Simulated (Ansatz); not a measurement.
# GaH₄+ (triplet): wave-function methods side by side, cc-pVDZ

Aim: climb from Hartree-Fock through coupled cluster and multireference methods for GaH₄+ (triplet) at one geometry and basis, and see what each rung misses.

The runs use Ansatz 0.2.0, Gaussian basis; cc-pVDZ, core rule «outside noble gas», up to 14 orbitals frozen.

Plan: UHF; CCSD(T) on ROHF; CCSD(T) on UHF; BCCD(T) on ROHF; CISD; CCSDT(Q) on ROHF; CCSDT(Q) on UHF; CASSCF and MRCISD+Q, 6 electrons in 8 orbitals; CASSCF and NEVPT2, 6 electrons in 8 orbitals; Full CI.

9 further runs of the same task are left out: 1 that didn't finish, 8 set aside as unsound or not needed.

## 1. The system

The geometry is a PBE0/def2-TZVP stationary point (not a proven minimum). No spin-orbit coupling is included. The filled d shell of Ga may be among the frozen orbitals whatever the setting's name suggests; the logs give the count.

5 atoms, charge 1, spin multiplicity 3.

Atoms are counted from 1 here; the program's logs count them from 0.

Bond lengths: Ga1–H2 1.643 Å, Ga1–H3 1.643 Å, Ga1–H4 1.643 Å, Ga1–H5 1.643 Å. Angles: H2–Ga1–H3 69.0°, H2–Ga1–H4 132.8°, H2–Ga1–H5 132.8°, H3–Ga1–H4 132.8°, H3–Ga1–H5 132.8°, H4–Ga1–H5 69.0°.

In the tables R marks a restricted open-shell determinant and U an unrestricted one; 'valence' is the active space of 6 electrons in 8 orbitals; energies count from the table's Hartree-Fock row.

## 2. UHF

in.yaml reads:

```yaml
crystal:
  periodic: [false, false, false]
  atoms:
    - {symbol: Ga, position_ang: [0.000000, 0.000000, 0.000000]}
    - {symbol: H, position_ang: [0.652504, 0.664105, 1.353869]}
    - {symbol: H, position_ang: [-0.662515, -0.654094, 1.353881]}
    - {symbol: H, position_ang: [-0.654085, 0.652495, -1.358743]}
    - {symbol: H, position_ang: [0.664096, -0.662506, -1.349007]}
basis:
  gaussian: {orbitals: cc-pVDZ}
total_charge: 1
magnetization: {spin_polarized: true, initial_magnetization: 2}
hamiltonian: {xc: hf}
output: {orbitals: {seedname: orbitals}}
```

Started as:

```sh
> ansatz run in.yaml --threads 1 --pin off --events-out ev --progress --plain --max-ram 2393MiB
```

What it wrote:

```text
Functional definition: HF
  name "HF"
  cite "Fock, Z. Phys. 61, 126 (1930) doi:10.1007/BF01340294"
  parent pbe
  exchange = exact_x
  correlation = 0
492 factors; integrals over basis functions are off by at most 2.3e-3 eV
mean field evaluation 1: about -52382.8289 eV, gradient 7.2e0 eV
mean field evaluation 2: about -52382.8338 eV, gradient 7.2e0 eV
mean field evaluation 4: about -52383.5056 eV, gradient 7.5e-1 eV
mean field evaluation 8: about -52383.5186 eV, gradient 2.9e-3 eV
mean field -52383.51860585 eV, -1925.0588019408 hartree, gradient 1.6e-5 eV, S^2 2.044173; 0 other end points of the search recorded, 0 dependent functions left out
reference -52383.51860585 eV, -1925.0588019408 hartree; 18, 16 occupied and 29, 31 virtual orbitals, 492 factors
Total energy: -52383.51860585 eV, -1925.0588019408 hartree
```

It took 0.45 s on 1 thread of Arm Neoverse V1, shared host.

From the report: ⟨S²⟩ of the determinant 2.044 (pure triplet: 2.00).

## 3. CCSD(T) on ROHF

in.yaml, as its differences from that of step 2:

```diff
@@ -11,4 +11,4 @@
 total_charge: 1
-magnetization: {spin_polarized: true, initial_magnetization: 2}
-hamiltonian: {xc: hf}
-output: {orbitals: {seedname: orbitals}}
+magnetization: {spin_polarized: false, initial_magnetization: 2}
+correlation: {method: ccsd_t, electrons: outside_noble_gas}
+output: {forces: true}
```

The command is unchanged.

What it wrote, cut to the lines that bear on the results:

```text
Functional definition: HF
  name "HF"
  cite "Fock, Z. Phys. 61, 126 (1930) doi:10.1007/BF01340294"
  parent pbe
[...]
492 factors; integrals over basis functions are off by at most 2.3e-3 eV
[...]
mean field -52383.15009757 eV, -1925.0452595112 hartree, gradient 9.4e-7 eV, S^2 2.000000; 2 other end points of the search recorded, 0 dependent functions left out
14 core orbitals not correlated: weight in the atoms' cores, before any rotation towards them, 0.998 or more for the frozen orbitals, at most 0.001 for the correlated occupied ones
reference -52383.15009757 eV, -1925.0452595112 hartree; 4, 2 occupied and 29, 31 virtual orbitals, 492 factors
second order -1.94936087 eV of doubles, -0.19906615 eV of singles
cycle   1  -2.60090558 eV  change   -4.5e-1 eV  update   5.7e-2
[...]
cycle  11  -2.81337553 eV  change   -1.1e-7 eV  update   5.3e-7
perturbative correction -0.05264781 eV, -0.0019347713 hartree
[...]
Total energy: -52386.01612090 eV, -1925.1505839261 hartree
Atom 0 at     0.000000     0.000000     0.000000 Å, force     0.000000     0.000000    -0.000000 eV/Å
Atom 1 at     0.652504     0.664105     1.353869 Å, force     0.115607     0.117701     0.245113 eV/Å
Atom 2 at    -0.662515    -0.654094     1.353881 Å, force    -0.117419    -0.115888     0.245115 eV/Å
Atom 3 at    -0.654085     0.652495    -1.358743 Å, force    -0.115887     0.115605    -0.245977 eV/Å
Atom 4 at     0.664096    -0.662506    -1.349007 Å, force     0.117699    -0.117417    -0.244251 eV/Å
Dipole moment:    -0.000000    -0.000000     0.000000 e Å
```

Wall time 2.1 s (1 thread of Arm Neoverse V1, shared host).

From the report: correlation -2.8660 eV; T1 0.027; largest double amplitude 0.06.

## 4. CCSD(T) on UHF

in.yaml, as its differences from that of step 3:

```diff
@@ -11,3 +11,3 @@
 total_charge: 1
-magnetization: {spin_polarized: false, initial_magnetization: 2}
+magnetization: {spin_polarized: true, initial_magnetization: 2}
 correlation: {method: ccsd_t, electrons: outside_noble_gas}
```

The command is unchanged.

What it wrote, cut to the lines that bear on the results:

```text
Functional definition: HF
  name "HF"
  cite "Fock, Z. Phys. 61, 126 (1930) doi:10.1007/BF01340294"
  parent pbe
[...]
492 factors; integrals over basis functions are off by at most 2.3e-3 eV
[...]
mean field -52383.51860585 eV, -1925.0588019408 hartree, gradient 2.9e-6 eV, S^2 2.044173; 0 other end points of the search recorded, 0 dependent functions left out
14 core orbitals not correlated: weight in the atoms' cores, before any rotation towards them, 0.998 or more for the frozen orbitals, at most 0.001 for the correlated occupied ones
reference -52383.51860585 eV, -1925.0588019408 hartree; 4, 2 occupied and 29, 31 virtual orbitals, 492 factors
second order -1.74341012 eV of doubles, -0.00000000 eV of singles
cycle   1  -2.17579378 eV  change   -4.3e-1 eV  update   6.1e-2
[...]
cycle  11  -2.45757821 eV  change   -5.4e-7 eV  update   5.3e-7
perturbative correction -0.04534304 eV, -0.0016663258 hartree
[...]
Total energy: -52386.02152710 eV, -1925.1507826000 hartree
Atom 0 at     0.000000     0.000000     0.000000 Å, force     0.000000    -0.000000    -0.000000 eV/Å
Atom 1 at     0.652504     0.664105     1.353869 Å, force     0.114078     0.116140     0.241219 eV/Å
Atom 2 at    -0.662515    -0.654094     1.353881 Å, force    -0.115862    -0.114356     0.241221 eV/Å
Atom 3 at    -0.654085     0.652495    -1.358743 Å, force    -0.114355     0.114076    -0.242071 eV/Å
Atom 4 at     0.664096    -0.662506    -1.349007 Å, force     0.116138    -0.115860    -0.240369 eV/Å
Dipole moment:     0.000000     0.000000    -0.000000 e Å
```

Run time: 2 s. Hardware: 1 thread of Arm Neoverse V1, shared host.

From the report: ⟨S²⟩ of the determinant 2.044 (pure triplet: 2.00); correlation -2.5029 eV; T1 0.021; largest double amplitude 0.06.

## 5. BCCD(T) on ROHF

in.yaml, as its differences from that of step 4:

```diff
@@ -11,4 +11,3 @@
 total_charge: 1
-magnetization: {spin_polarized: true, initial_magnetization: 2}
-correlation: {method: ccsd_t, electrons: outside_noble_gas}
-output: {forces: true}
+magnetization: {spin_polarized: false, initial_magnetization: 2}
+correlation: {method: bccd_t, electrons: outside_noble_gas}
```

Same command.

What it wrote, cut to the lines that bear on the results:

```text
Functional definition: HF
  name "HF"
  cite "Fock, Z. Phys. 61, 126 (1930) doi:10.1007/BF01340294"
  parent pbe
[...]
492 factors; integrals over basis functions are off by at most 2.3e-3 eV
[...]
mean field -52383.15009757 eV, -1925.0452595112 hartree, gradient 9.4e-7 eV, S^2 2.000000; 2 other end points of the search recorded, 0 dependent functions left out
14 core orbitals not correlated: weight in the atoms' cores, before any rotation towards them, 0.998 or more for the frozen orbitals, at most 0.001 for the correlated occupied ones
reference -52383.15009757 eV, -1925.0452595112 hartree; 4, 2 occupied and 29, 31 virtual orbitals, 492 factors
second order -1.94936087 eV of doubles, -0.19906615 eV of singles
cycle   1  -2.61518128 eV  change   -4.6e-1 eV  update   5.7e-2
[...]
cycle  10  -2.81649328 eV  change   -4.3e-7 eV  update   2.1e-6
perturbative correction -0.04980370 eV, -0.0018302523 hartree
Total energy: -52386.01639455 eV, -1925.1505939824 hartree
```

It took 1.2 s on 1 thread of Arm Neoverse V1, shared host.

From the report: correlation -2.8663 eV; largest double amplitude 0.06.

## 6. CISD

in.yaml, as its differences from that of step 5:

```diff
@@ -12,2 +12,2 @@
 magnetization: {spin_polarized: false, initial_magnetization: 2}
-correlation: {method: bccd_t, electrons: outside_noble_gas}
+correlation: {active_space: {ras: {orbitals: [2, 2, 29], electrons: 6, max_holes: 2, max_particles: 2}, fixed_orbitals: true}}
```

The command is unchanged.

What it wrote:

```text
Functional definition: HF
  name "HF"
  cite "Fock, Z. Phys. 61, 126 (1930) doi:10.1007/BF01340294"
  parent pbe
  exchange = exact_x
  correlation = 0
492 factors; integrals over basis functions are off by at most 2.3e-3 eV
mean field evaluation 1: about -52382.7057 eV, gradient 7.5e0 eV
mean field evaluation 2: about -52382.7105 eV, gradient 7.5e0 eV
mean field evaluation 4: about -52383.1502 eV, gradient 1.9e-1 eV
mean field evaluation 8: about -52383.1501 eV, gradient 1.8e-4 eV
mean field evaluation 16: about -52382.7920 eV, gradient 2.8e0 eV
mean field -52383.15009757 eV, -1925.0452595112 hartree, gradient 9.4e-7 eV, S^2 2.000000; 2 other end points of the search recorded, 0 dependent functions left out
reference -52383.15009757 eV, -1925.0452595112 hartree; 18, 16 occupied and 29, 31 virtual orbitals, 492 factors
state -52385.89587222 eV, -1925.1461648687 hartree
Total energy: -52385.89587222 eV, -1925.1461648687 hartree
```

Run time: 1.1 s. Hardware: 1 thread of Arm Neoverse V1, shared host.

From the report: 8,570 determinants.

## 7. CCSDT(Q) on ROHF

in.yaml, as its differences from that of step 6:

```diff
@@ -12,2 +12,2 @@
 magnetization: {spin_polarized: false, initial_magnetization: 2}
-correlation: {active_space: {ras: {orbitals: [2, 2, 29], electrons: 6, max_holes: 2, max_particles: 2}, fixed_orbitals: true}}
+correlation: {method: ccsdt_q, electrons: outside_noble_gas}
```

The command is unchanged.

What it wrote, cut to the lines that bear on the results:

```text
Functional definition: HF
  name "HF"
  cite "Fock, Z. Phys. 61, 126 (1930) doi:10.1007/BF01340294"
  parent pbe
[...]
947 factors; integrals over basis functions are off by at most 1.1e-7 eV
[...]
mean field -52383.15024958 eV, -1925.0452650975 hartree, gradient 1.4e-6 eV, S^2 2.000000; 2 other end points of the search recorded, 0 dependent functions left out
14 core orbitals not correlated: weight in the atoms' cores, before any rotation towards them, 0.998 or more for the frozen orbitals, at most 0.001 for the correlated occupied ones
reference -52383.15024958 eV, -1925.0452650975 hartree; 4, 2 occupied and 29, 31 virtual orbitals, 947 factors
second order -1.94938612 eV of doubles, -0.19906925 eV of singles
cycle   1  -2.60091725 eV  change   -4.5e-1 eV  update   5.9e-2
[...]
cycle  14  -2.88632590 eV  change    2.0e-7 eV  update   1.5e-7
perturbative correction -0.00082731 eV, -0.0000304032 hartree
Total energy: -52386.03740279 eV, -1925.1513660211 hartree
```

It took 5.5 s on 1 thread of Arm Neoverse V1, shared host.

From the report: correlation -2.8872 eV; T1 0.027; largest double amplitude 0.07.

## 8. CCSDT(Q) on UHF

in.yaml, as its differences from that of step 7:

```diff
@@ -11,3 +11,3 @@
 total_charge: 1
-magnetization: {spin_polarized: false, initial_magnetization: 2}
+magnetization: {spin_polarized: true, initial_magnetization: 2}
 correlation: {method: ccsdt_q, electrons: outside_noble_gas}
```

The command is unchanged.

What it wrote, cut to the lines that bear on the results:

```text
Functional definition: HF
  name "HF"
  cite "Fock, Z. Phys. 61, 126 (1930) doi:10.1007/BF01340294"
  parent pbe
[...]
947 factors; integrals over basis functions are off by at most 1.1e-7 eV
[...]
mean field -52383.51876454 eV, -1925.0588077724 hartree, gradient 2.3e-6 eV, S^2 2.044174; 0 other end points of the search recorded, 0 dependent functions left out
14 core orbitals not correlated: weight in the atoms' cores, before any rotation towards them, 0.998 or more for the frozen orbitals, at most 0.001 for the correlated occupied ones
reference -52383.51876454 eV, -1925.0588077724 hartree; 4, 2 occupied and 29, 31 virtual orbitals, 947 factors
second order -1.74343121 eV of doubles, -0.00000000 eV of singles
cycle   1  -2.17579759 eV  change   -4.3e-1 eV  update   6.3e-2
[...]
cycle  14  -2.52294833 eV  change    2.9e-7 eV  update   1.9e-7
perturbative correction -0.00082525 eV, -0.0000303273 hartree
Total energy: -52386.04253812 eV, -1925.1515547408 hartree
```

Run time: 4.7 s. Hardware: 1 thread of Arm Neoverse V1, shared host.

From the report: ⟨S²⟩ of the determinant 2.044 (pure triplet: 2.00); correlation -2.5238 eV; T1 0.021; largest double amplitude 0.07.

## 9. CASSCF and MRCISD+Q, 6 electrons in 8 orbitals

in.yaml, as its differences from that of step 8:

```diff
@@ -11,3 +11,3 @@
 total_charge: 1
-magnetization: {spin_polarized: true, initial_magnetization: 2}
-correlation: {method: ccsdt_q, electrons: outside_noble_gas}
+magnetization: {spin_polarized: false, initial_magnetization: 2}
+correlation: {method: fic_mrcisd_q, electrons: outside_noble_gas, active_space: {window: {electrons: 6, orbitals: 8}, shells: [{species: Ga, l: s, shell: 4}, {species: Ga, l: p, shell: 4}, {species: H, l: s, shell: 1}]}}
```

Same command.

What it wrote, cut to the lines that bear on the results:

```text
Functional definition: HF
  name "HF"
  cite "Fock, Z. Phys. 61, 126 (1930) doi:10.1007/BF01340294"
  parent pbe
[...]
947 factors; integrals over basis functions are off by at most 1.1e-7 eV
[...]
mean field -52383.15024958 eV, -1925.0452650975 hartree, gradient 1.4e-6 eV, S^2 2.000000; 2 other end points of the search recorded, 0 dependent functions left out
reference -52383.15024958 eV, -1925.0452650975 hartree; 18, 16 occupied and 29, 31 virtual orbitals, 947 factors
state -52384.82580781 eV, -1925.1068407267 hartree
contracted CI cycle   1: correlation 0.00000000 eV, 0.0000000000 hartree, residual 8.13e0 eV
contracted CI cycle   2: correlation -1.13446124 eV, -0.0416906815 hartree, residual 1.61e0 eV
contracted CI cycle   3: correlation -1.17898323 eV, -0.0433268346 hartree, residual 3.69e-1 eV
contracted CI cycle   4: correlation -1.18104068 eV, -0.0434024443 hartree, residual 7.72e-2 eV
contracted CI cycle   5: correlation -1.18113039 eV, -0.0434057411 hartree, residual 1.62e-2 eV
contracted CI cycle   6: correlation -1.18113485 eV, -0.0434059051 hartree, residual 3.63e-3 eV
contracted CI cycle   7: correlation -1.18113505 eV, -0.0434059125 hartree, residual 8.06e-4 eV
state -52384.82580781 eV, -1925.1068407267 hartree; corrected -52386.03701325 eV, -1925.1513517056 hartree
Total energy: -52386.03701325 eV, -1925.1513517056 hartree
Checks for a lower state left out: starts, orbital_swaps
```

It took 4.3 s on 1 thread of Arm Neoverse V1, shared host.

From the report: 776 determinants; active occupations 1.97, 1.94, 1.00, 1.00, 0.04, 0.02, 0.01, 0.01.

## 10. CASSCF and NEVPT2, 6 electrons in 8 orbitals

in.yaml, as its differences from that of step 9:

```diff
@@ -12,2 +12,2 @@
 magnetization: {spin_polarized: false, initial_magnetization: 2}
-correlation: {method: fic_mrcisd_q, electrons: outside_noble_gas, active_space: {window: {electrons: 6, orbitals: 8}, shells: [{species: Ga, l: s, shell: 4}, {species: Ga, l: p, shell: 4}, {species: H, l: s, shell: 1}]}}
+correlation: {method: sc_nevpt2, electrons: outside_noble_gas, active_space: {window: {electrons: 6, orbitals: 8}, shells: [{species: Ga, l: s, shell: 4}, {species: Ga, l: p, shell: 4}, {species: H, l: s, shell: 1}]}}
```

The command is unchanged.

What it wrote:

```text
Functional definition: HF
  name "HF"
  cite "Fock, Z. Phys. 61, 126 (1930) doi:10.1007/BF01340294"
  parent pbe
  exchange = exact_x
  correlation = 0
947 factors; integrals over basis functions are off by at most 1.1e-7 eV
mean field evaluation 1: about -52382.7046 eV, gradient 7.5e0 eV
mean field evaluation 2: about -52382.7106 eV, gradient 7.5e0 eV
mean field evaluation 4: about -52383.1506 eV, gradient 1.9e-1 eV
mean field evaluation 8: about -52383.1502 eV, gradient 1.9e-4 eV
mean field evaluation 16: about -52382.8104 eV, gradient 2.3e0 eV
mean field -52383.15024958 eV, -1925.0452650975 hartree, gradient 1.4e-6 eV, S^2 2.000000; 2 other end points of the search recorded, 0 dependent functions left out
reference -52383.15024958 eV, -1925.0452650975 hartree; 18, 16 occupied and 29, 31 virtual orbitals, 947 factors
state -52384.82580781 eV, -1925.1068407267 hartree
state -52384.82580781 eV, -1925.1068407267 hartree; corrected -52385.69012149 eV, -1925.1386036687 hartree
Total energy: -52385.69012149 eV, -1925.1386036687 hartree
Checks for a lower state left out: starts, orbital_swaps
```

Wall time 3.4 s (1 thread of Arm Neoverse V1, shared host).

From the report: 776 determinants; active occupations 1.97, 1.94, 1.00, 1.00, 0.04, 0.02, 0.01, 0.01.

## 11. Full CI

in.yaml, as its differences from that of step 10:

```diff
@@ -12,2 +12,2 @@
 magnetization: {spin_polarized: false, initial_magnetization: 2}
-correlation: {method: sc_nevpt2, electrons: outside_noble_gas, active_space: {window: {electrons: 6, orbitals: 8}, shells: [{species: Ga, l: s, shell: 4}, {species: Ga, l: p, shell: 4}, {species: H, l: s, shell: 1}]}}
+correlation: {method: fci, electrons: outside_noble_gas}
```

The command is unchanged.

What it wrote:

```text
Functional definition: HF
  name "HF"
  cite "Fock, Z. Phys. 61, 126 (1930) doi:10.1007/BF01340294"
  parent pbe
  exchange = exact_x
  correlation = 0
947 factors; integrals over basis functions are off by at most 1.1e-7 eV
mean field evaluation 1: about -52382.7046 eV, gradient 7.5e0 eV
mean field evaluation 2: about -52382.7106 eV, gradient 7.5e0 eV
mean field evaluation 4: about -52383.1506 eV, gradient 1.9e-1 eV
mean field evaluation 8: about -52383.1502 eV, gradient 1.9e-4 eV
mean field evaluation 16: about -52382.8104 eV, gradient 2.3e0 eV
mean field -52383.15024958 eV, -1925.0452650975 hartree, gradient 1.4e-6 eV, S^2 2.000000; 2 other end points of the search recorded, 0 dependent functions left out
14 core orbitals not correlated: weight in the atoms' cores, before any rotation towards them, 0.999 or more for the frozen orbitals, at most 0.001 for the correlated occupied ones
reference -52383.15024958 eV, -1925.0452650975 hartree; 4, 2 occupied and 29, 31 virtual orbitals, 947 factors
state -52386.03867663 eV, -1925.1514128338 hartree
Total energy: -52386.03867663 eV, -1925.1514128338 hartree
```

Run time: 68 s. Hardware: 1 thread of Arm Neoverse V1, shared host; peak memory 0.8 GiB.

From the report: 7,441,080 determinants, symmetry A2.

## 12. How many determinants matter

Natural occupations of the FCI state about the gap (report; correlated orbitals 1 to 10): 1.952, 1.927, 0.996, 0.996, 0.040, 0.017, 0.017, 0.016, 0.006, 0.005. The count of effectively unpaired electrons, Σ n²(2 − n)², is 2.04; a single determinant of this spin has 2.

## 13. The ladder

The yardstick is full CI for this spin, exact in this basis with these frozen cores. Rows without a time come out of other runs: HF, MP2 and CCSD of CCSD(T), CCSDT of CCSDT(Q), CASSCF and MRCISD of the multireference runs. The times of RCCSD(T), UCCSD(T) include forces.

Differences are taken before rounding.

```tsv
method	energy from the lowest RHF (meV)	from FCI (meV)	time
RHF	0.0	+2888.6	
UHF	-368.5	+2520.1	
RMP2	-2148.4	+740.2	
UMP2	-2111.9	+776.7	
RCCSD	-2813.4	+75.2	
UCCSD	-2826.1	+62.5	
RCCSD(T)	-2866.0	+22.6	2.1 s
UCCSD(T)	-2871.4	+17.1	2 s
BCCD(T)	-2866.3	+22.3	1.2 s
RCCSDT	-2886.5	+2.1	
UCCSDT	-2891.6	-3.0	
RCCSDT(Q)	-2887.3	+1.3	5.5 s
UCCSDT(Q)	-2892.4	-3.9	4.7 s
CASSCF valence	-1675.7	+1212.9	
NEVPT2 valence	-2540.0	+348.6	3.4 s
MRCISD valence	-2856.8	+31.7	
MRCISD+Q valence	-2886.9	+1.7	4.3 s
FCI	-2888.6	0	68 s
```

Among the levels timed on like hardware and quicker than the yardstick, those that no quicker one beats, quickest first: BCCD(T) (1.2 s, +22.3 meV); UCCSD(T) (2 s, +17.1 meV); MRCISD+Q valence (4.3 s, +1.7 meV); RCCSDT(Q) (5.5 s, +1.3 meV).

Not comparable, so not listed: CISD (they don't share determinant, frozen orbitals or solution with the rows shown, or repeat one).

## 14. Outcome

| quantity | value |
| --- | --- |
| FCI below the RHF energy | -2.8886 eV |
| RMP2 from FCI | +740.2 meV |
| UMP2 from FCI | +776.7 meV |
| RCCSD from FCI | +75.2 meV |
| RCCSD(T) from FCI | +22.6 meV |
| UCCSD(T) from FCI | +17.1 meV |
| RCCSDT(Q) from FCI | +1.3 meV |
| UCCSDT(Q) from FCI | -3.9 meV |
| NEVPT2 valence from FCI | +348.6 meV |
| MRCISD+Q valence from FCI | +1.7 meV |
| levels within 1 kcal/mol (43 meV) | RCCSD(T), UCCSD(T), BCCD(T), RCCSDT, UCCSDT, RCCSDT(Q), UCCSDT(Q), MRCISD valence, MRCISD+Q valence |
| T1 diagnostic | 0.027 |
| effectively unpaired electrons | 2.04 |

RCCSD(T) lands +22.6 meV from the yardstick (0.8 % of the correlation energy). UCCSDT, UCCSDT(Q) fall below full CI: unrestricted runs freeze a spin-polarised core, another one than full CI's, and coupled cluster isn't variational. One determinant dominates. Of the multireference levels listed MRCISD+Q valence comes nearest in total energy (+1.7 meV), which doesn't show that its space is the better one. These misses are within one basis, not against nature; the frozen cores of restricted and unrestricted runs differ, which can shift their rows.

For cost: RCCSDT(Q) gets within 1.3 meV in 5.5 s, where FCI took 68 s; the quickest level in the cost chart, BCCD(T), takes 1.2 s and misses by 22.3 meV.
